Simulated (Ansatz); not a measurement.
**CH3FIIn: small, medium and large basis sets**

An exercise on one series of results from a longer session: the logs are not shown, and one member is left open.

Method: one geometry, several basis sets; program: Ansatz 0.2.0, Gaussian basis.

The runs, in order: PBE0-D4/def2-SVP; ωB97M-V/def2-SVP; PBE0-D4/def2-QZVPP; ωB97M-V/def2-QZVPP; the functionals' def2-TZVPP values are taken from earlier runs.

## Structure used throughout

An earlier PBE0-D4 in a triple-zeta def2 set relaxation fixed the geometry. In, I take the def2 core potential; no spin-orbit term is included.

SMILES `[F][InH][CH2]I`, 7 atoms, charge 0, spin multiplicity 1.

Atoms are counted from 1 here; the program's logs count them from 0.

Bond lengths: F1–In2 1.962 Å, In2–C3 2.136 Å, In2–H5 1.696 Å, C3–I4 2.157 Å, C3–H6 1.086 Å, C3–H7 1.086 Å. Angles: F1–In2–C3 107.7°, F1–In2–H5 113.9°, C3–In2–H5 138.3°, In2–C3–I4 101.1°, In2–C3–H6 113.4°, In2–C3–H7 117.1°, I4–C3–H6 106.4°, I4–C3–H7 106.2°, H6–C3–H7 111.3°.

The first run:

The input, in.yaml:

```yaml
crystal:
  periodic: [false, false, false]
  atoms:
    - {symbol: F, position_ang: [-1.255653, -2.159029, 0.134869]}
    - {symbol: In, position_ang: [-1.136635, -0.200837, 0.167482]}
    - {symbol: C, position_ang: [0.933294, 0.323163, 0.226950]}
    - {symbol: I, position_ang: [1.317457, 0.736117, -1.854538]}
    - {symbol: H, position_ang: [-2.637571, 0.581154, 0.057199]}
    - {symbol: H, position_ang: [1.579767, -0.506282, 0.499161]}
    - {symbol: H, position_ang: [1.199340, 1.225704, 0.768876]}
basis:
  gaussian: {orbitals: def2-SVP}
hamiltonian: {xc: pbe0, dispersion: d4}
output: {orbitals: {seedname: orbitals}}
```

The run is started by

```bash
$ ansatz run in.yaml --threads 2 --pin off --events-out ev --progress --plain --max-ram 4352MiB
```

Among the steps run: PBE0-D4 in def2-SVP; ωB97M-V in def2-SVP; PBE0-D4 in def2-QZVPP; ωB97M-V in def2-QZVPP.

One table of the session follows, with a row left open; its other results are not shown here.

```
functional       basis  HOMO (eV)  LUMO (eV)
   PBE0-D4    def2-SVP          ?          ?
   PBE0-D4  def2-TZVPP      -7.40      -1.80
   PBE0-D4  def2-QZVPP      -7.41      -1.83
   ωB97M-V    def2-SVP      -9.41       0.06
   ωB97M-V  def2-TZVPP      -9.49      -0.19
   ωB97M-V  def2-QZVPP      -9.50      -0.29
```

**Question.** Estimate the row for PBE0-D4, def2-SVP.

The run gave: HOMO (eV): -7.34; LUMO (eV): -1.66. In the column «HOMO (eV)» it is the highest.
